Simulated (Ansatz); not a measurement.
# CH₄GaNSi: small, medium and large basis sets

The task here is to estimate one member of a computed series from the others.

Method: one geometry, several basis sets; program: Ansatz 0.2.0, Gaussian basis.

Plan: PBE0-D4/def2-SVP; ωB97M-V/def2-SVP; PBE0-D4/def2-QZVPP; ωB97M-V/def2-QZVPP; the functionals' def2-TZVPP values are taken from earlier runs.

## The geometry

An earlier PBE0-D4 in a triple-zeta def2 set relaxation fixed the geometry.

SMILES `N#C[SiH2][GaH2]`, 8 atoms, charge 0, spin multiplicity 1.

Atoms are counted from 1 here; the program's logs count them from 0.

Bond lengths: N1–C2 1.153 Å, C2–Si3 1.851 Å, Si3–Ga4 2.422 Å, Si3–H5 1.486 Å, Si3–H6 1.486 Å, Ga4–H7 1.569 Å, Ga4–H8 1.564 Å. Angles: N1–C2–Si3 177.3°, C2–Si3–Ga4 110.6°, C2–Si3–H5 105.9°, C2–Si3–H6 105.9°, Ga4–Si3–H5 112.7°, Ga4–Si3–H6 112.7°, H5–Si3–H6 108.6°, Si3–Ga4–H7 117.7°, Si3–Ga4–H8 120.9°, H7–Ga4–H8 121.4°.

Set-up of the first run:

The input, in.yaml:

```yaml
crystal:
  periodic: [false, false, false]
  atoms:
    - {symbol: N, position_ang: [1.929363, -0.823633, 2.138239]}
    - {symbol: C, position_ang: [1.359986, -0.194081, 1.358410]}
    - {symbol: Si, position_ang: [0.399321, 0.745824, 0.086129]}
    - {symbol: Ga, position_ang: [-1.274364, -0.673693, -0.938560]}
    - {symbol: H, position_ang: [1.400236, 1.248475, -0.890524]}
    - {symbol: H, position_ang: [-0.193115, 1.907507, 0.798829]}
    - {symbol: H, position_ang: [-2.188447, -0.041924, -2.045724]}
    - {symbol: H, position_ang: [-1.432971, -2.168476, -0.506799]}
basis:
  gaussian: {orbitals: def2-SVP}
hamiltonian: {xc: pbe0, dispersion: d4}
output: {orbitals: {seedname: orbitals}}
```

Started as:

```sh
> ansatz run in.yaml --threads 2 --pin off --events-out ev --progress --plain --max-ram 4352MiB
```

Among the steps run: PBE0-D4 in def2-SVP; ωB97M-V in def2-SVP; PBE0-D4 in def2-QZVPP; ωB97M-V in def2-QZVPP.

One of the session's tables, all rows but one given; the rest of the session is left out.

| functional | basis | HOMO (eV) | LUMO (eV) |
| --- | --- | --- | --- |
| PBE0-D4 | def2-SVP | -8.15 | -2.62 |
| PBE0-D4 | def2-TZVPP | -8.18 | -2.66 |
| PBE0-D4 | def2-QZVPP | -8.18 | -2.67 |
| ωB97M-V | def2-SVP | -10.11 | -0.84 |
| ωB97M-V | def2-TZVPP | -10.18 | -0.91 |
| ωB97M-V | def2-QZVPP | ? | ? |

Q: Estimate the row for ωB97M-V, def2-QZVPP from the others.

The run gave: HOMO (eV): -10.19; LUMO (eV): -0.99. In the column «HOMO (eV)» it is the lowest.
